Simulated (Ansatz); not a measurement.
## FGe₂H₃, SMILES [F][Ge][GeH3]: a single point from an input written key by key, step by step

With Ansatz's Python interface.

Interactive session:
```pycon
>>> import ansatz as az
>>> import numpy as np
>>> deck = {
...     'crystal': {
...         'periodic': [False, False, False],
...         'atoms': [
...             {'symbol': 'F', 'position_ang': [2.6845, 0.2379, 0.3444]},
...             {'symbol': 'Ge', 'position_ang': [1.5041, -0.9113, -0.2633]},
...             {'symbol': 'Ge', 'position_ang': [-0.6921, 0.0178, -0.0542]},
...             {'symbol': 'H', 'position_ang': [-0.777, 1.3305, -0.8742]},
...             {'symbol': 'H', 'position_ang': [-0.9841, 0.3209, 1.4376]},
...             {'symbol': 'H', 'position_ang': [-1.7354, -0.9957, -0.5903]},
...         ],
...     },
...     'magnetization': {'spin_polarized': True, 'initial_magnetization': 2},
...     'basis': {'gaussian': {'orbitals': 'def2-TZVP'}},
...     'hamiltonian': {'xc': 'b3lyp'},
...     'output': {'forces': True},
... }
>>> session = az.Session.from_dict(deck)
>>> report = session.plan(threads=1).execute().report
>>> for key in ('converged', 'free_energy_ev', 'reference_energy_ev', 'n_frozen', 'n_occupied', 'n_virtual'):
...     print(f'{key:22s} {report[key]}')
...
converged              True
free_energy_ev         -115805.03057864896
reference_energy_ev    -115805.03057864896
n_frozen               0
n_occupied             [39, 37]
n_virtual              [106, 108]
>>> symbols = ['F', 'Ge', 'Ge', 'H', 'H', 'H']
>>> field = report['mean_field']
>>> print('<S^2> =', round(abs(field['state']['spin_squared']), 4), ' all-electron relativity setting:', field['relativity'])
<S^2> = 2.003  all-electron relativity setting: none
>>> print('passes:', field['passes'])
passes: {'evaluations': 16, 'products': 14}
>>> if 'symmetry' in field:
...     print('occupied orbitals by irrep:', field['symmetry']['occupied'])
...
occupied orbitals by irrep: [{'A': 39}, {'A': 37}]
>>> forces = np.array(report['forces_ev_ang'])
>>> print('largest force', round(float(np.linalg.norm(forces, axis=1).max()), 4), 'eV/A, rms', round(float(np.sqrt((forces ** 2).mean())), 4))
largest force 1.2766 eV/A, rms 0.3956
>>> charges = report['charge_distribution']
>>> print('dipole moment', round(4.803205 * float(np.linalg.norm(charges['dipole_moment_e_ang'])), 3), 'D')
dipole moment 2.375 D
>>> print('Mulliken:', [(s, round(q, 3)) for s, q in zip(symbols, charges['mulliken_charges_e'])])
Mulliken: [('F', -0.369), ('Ge', 0.286), ('Ge', 0.043), ('H', 0.014), ('H', 0.014), ('H', 0.012)]
```

Notes:
- Total energies depend on the basis set; only differences at equal settings carry meaning.
- The geometry is a force-field or estimated start, not a minimum of this method, and the basis set is short of its limit.
- The run takes the species as open-shell (spin multiplicity 3), which needn't be its ground state.
- b3lyp holds the VWN-RPA fit, as in Gaussian; the form of ORCA and Turbomole is b3lyp5.
- The whole script took 12 s on 1 thread of Arm Neoverse V1 (shared host), peak memory 0.51 GiB.
